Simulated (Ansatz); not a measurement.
Crystal: InSb3.

```
Sb In
1.0
     0.00000    3.79455    3.79455
     3.79455    0.00000    3.79455
     3.79455    3.79455    0.00000
Sb In
3 1
Direct
  0.50000 0.50000 0.50000
  0.75000 0.75000 0.75000
  0.25000 0.25000 0.25000
  0.00000 0.00000 0.00000
```

The cell comes from a database or a generator and needn't be the stable form of this composition.

Below is the output of Ansatz 0.2.0 for this cell. Logs are shortened: lines on timing, memory, paths and dates and some standing lists are left out, and cuts for length are marked.

```text
Warning: RAYON_NUM_THREADS=2 ignored (pool sized by the plan → 2); use --threads N
scf.n_extra_bands = 10 over 29 filled bands (N_el = 58.0): the run solves 39 bands
Engine: ansatz 0.2.0, aarch64-unknown-linux-gnu
Pseudopotentials: kind: paw
Pseudopotential: Sb, paw, valence charge 15, recommended cutoff 420 eV (normal), Sb.paw.azcp
Pseudopotential: In, paw, valence charge 13, recommended cutoff 420 eV (normal), In.paw.azcp
Functional definition: PBEsol
  exchange = pbesol_x
  correlation = pbesol_c
Crystal: 4 atoms, lattice volume = 109.273 Å³
Basis set: ecut = 420 eV, 2109 PW (Γ), exchange–correlation on 72×72×72 points (8 copies of the dense FFT grid, shifted against one another)
Bands: 39, of which v1, the nominal top of the filled ones, is band 29 counted from 1 (28 counted from 0)
Symmetry: 48 space group operations
Space group: Fm-3m (ITA 225), of the structure as read, at distance tolerance 4.8e-5 Å
k-points: 16 of 216
Non-local potential: Sb, projectors of the file, l = 0: 2, l = 1: 2, l = 2: 2, l = 3: 2
Non-local potential: In, projectors of the file, l = 0: 2, l = 1: 2, l = 2: 2, l = 3: 2
PAW form: soft (Blöchl's): semilocal exchange-correlation on the pseudo side does not see the compensation charge
PAW frozen core: Sb, regenerated for the run's functional, and the local potential with it (the file was generated under x = pbe(κ = 0.804, μ = 0.2195149727645171), c = pbe(β = 0.06672455060314922))
PAW frozen core: In, regenerated for the run's functional, and the local potential with it (the file was generated under x = pbe(κ = 0.804, μ = 0.2195149727645171), c = pbe(β = 0.06672455060314922))
PAW one-centre angular grid: Sb, 590 points (default); XC on 64 Gauss nodes
PAW one-centre angular grid: In, 590 points (default); XC on 64 Gauss nodes
Initial density: superposition of atomic densities (neutral atoms: chi_scale 0, normalization atom), corrected by the library's trained network
[... 14 lines left out ...]
Harris-Foulkes:  -24749.028180 eV  (|F-HF|=2.02e-8)
Internal energy: -24748.996726 eV  (E = F + TS)
E sigma→0 (E₀):  -24749.012453 eV
Entropy (-TS):   -0.031455 eV (-7.864 meV/atom)
Fermi energy:    10.920656 eV
--- Per-component energies (eV) ---
  E_band       = -481.295774
  E_kinetic    = 861.328697
  E_local      = -5461.039893  (includes V_loc(G=0)·N_el)
  E_nonlocal   = 1458.030138
  E_hartree    = 2413.567901
  E_xc         = -626.025881
  E_vxc        = -389.554898  (∫ρ·V_xc dr)
  E_paw        = -17578.394506  (= ΣΔE_a)
  E_vpaw       = -1777.194372  (= ΣTr[D̂ρ^β])
  E_aug_tail   = 0.000020  (compensation charges beyond the density's cutoff)
  E_ewald      = -5817.694674
  E_core_change = 1.231474  (= ΣΔE_core)
  E_smearing   = -0.031455  (= −TS)
  E_closure    = -0.000000  (closes the sum)
  Σ components = -24749.028180   (vs F -24749.028180, Δ=0.00e0)
--- Forces (eV/Å), atoms counted from 1 ---
  atom   1  Sb     0.00000000    -0.00000000    -0.00000000
  atom   2  Sb     0.00000000    -0.00000000     0.00000000
  atom   3  Sb    -0.00000000     0.00000000     0.00000000
  atom   4  In    -0.00000000     0.00000000    -0.00000000
  max |Σ_I F_I| component: 1.09e-28 eV/Å
--- Stress (GPa, compression-positive) ---
       -3.095589       0.000000       0.000000
        0.000000      -3.095589      -0.000000
        0.000000      -0.000000      -3.095589
  P = ⅓ Tr σ = -3.0956 GPa (-30.956 kbar)
--- Band table (eV; the first three rows and the last of 16) ---
  k-point 0: bands = ["-18.4592", "-18.4592", "-18.4592", "-18.4566", "-18.4566", "-18.2336", "-18.2336", "-18.2308", "-18.2308", "-18.2308", "-18.2145", "-18.2145", "-18.2145", "-18.2062", "-18.2062", "-3.6982", "-3.6982", "-3.6982", "-3.6672", "-3.6672", "-1.4351", "3.0281", "4.0396", "8.3500", "8.3500", "8.3500", "8.4208", "8.4358", "8.4358", "8.4358", "10.1067", "10.1067", "10.1067", "14.2860", "14.2860", "17.4933", "17.4933", "17.4933", "22.6272"]
  k-point 1: bands = ["-18.4597", "-18.4597", "-18.4588", "-18.4562", "-18.4562", "-18.2322", "-18.2322", "-18.2295", "-18.2295", "-18.2287", "-18.2171", "-18.2152", "-18.2152", "-18.2081", "-18.2081", "-3.7018", "-3.6966", "-3.6966", "-3.6678", "-3.6678", "-1.2300", "2.7648", "3.6631", "7.1688", "7.7664", "7.7664", "8.0031", "8.8701", "8.8701", "10.2541", "10.2541", "10.2562", "11.7809", "15.0783", "15.0783", "15.8993", "17.0038", "17.0038", "21.0974"]
  k-point 2: bands = ["-18.4608", "-18.4608", "-18.4579", "-18.4553", "-18.4553", "-18.2277", "-18.2277", "-18.2268", "-18.2268", "-18.2244", "-18.2224", "-18.2169", "-18.2169", "-18.2131", "-18.2131", "-3.7096", "-3.6939", "-3.6939", "-3.6684", "-3.6684", "-0.6334", "1.8025", "3.2142", "6.2754", "7.4552", "7.4552", "8.4792", "8.4792", "8.8485", "11.4350", "11.4350", "12.6087", "12.8269", "14.9891", "15.3350", "15.3350", "17.0519", "17.0519", "20.7029"]
  k-point 15: bands = ["-18.4624", "-18.4607", "-18.4572", "-18.4550", "-18.4541", "-18.2322", "-18.2294", "-18.2271", "-18.2266", "-18.2223", "-18.2217", "-18.2180", "-18.2151", "-18.2135", "-18.2101", "-3.7140", "-3.6957", "-3.6858", "-3.6777", "-3.6668", "1.0166", "1.0988", "1.6862", "4.2465", "6.7902", "7.3379", "9.0019", "9.7973", "11.8845", "12.3192", "12.7156", "12.7334", "13.9089", "14.7799", "15.1557", "15.1829", "17.6630", "18.4096", "18.5700"]
```

Write the input and the command behind it.

Band structure with PBEsol, no spin polarisation. The files as run (others can give the same):

input.yaml
```yaml
crystal:
  lattice:
    - [0.0, 3.794555, 3.794555]
    - [3.794555, 0.0, 3.794555]
    - [3.794555, 3.794555, 0.0]
  atoms:
    - { symbol: Sb, position: [0.5, 0.5, 0.5] }
    - { symbol: Sb, position: [0.75, 0.75, 0.75] }
    - { symbol: Sb, position: [0.25, 0.25, 0.25] }
    - { symbol: In, position: [0.0, 0.0, 0.0] }
hamiltonian:
  xc: pbesol
  pseudopotentials: { kind: paw }
kpoints:
  mp_grid: { grid: [6, 6, 6] }
  band_path:
    path:
      - [[0.0, 0.0, 0.0], [0.5, 0.0, 0.5], [0.5, 0.25, 0.75], [0.375, 0.375, 0.75], [0.0, 0.0, 0.0], [0.5, 0.5, 0.5], [0.625, 0.25, 0.625], [0.5, 0.25, 0.75], [0.5, 0.5, 0.5], [0.375, 0.375, 0.75]]
      - [[0.625, 0.25, 0.625], [0.5, 0.0, 0.5]]
    npoints: 14
scf:
  occupations: { method: fermi_dirac, width: 0.05 }
  n_extra_bands: 10
output:
  forces: true
  stress: true
  eigenvalues: true
  fatbands: true
  write_density: true
  write_potential: true
  elf: true
  volumetric_format: npy
```

Potentials or basis: Ansatz PAW.
The run is started by
```console
$ ansatz run input.yaml --threads 2 --pin off --max-ram 5632MiB --backend cpu --events-out ev --progress --plain --runs-dir out
```

Caveat: spin-orbit coupling is left out, which moves the levels of the heavy elements; the PAW data sets come from PBE, with cores solved anew for the run's functional, which leaves a small shift of forces and pressure.
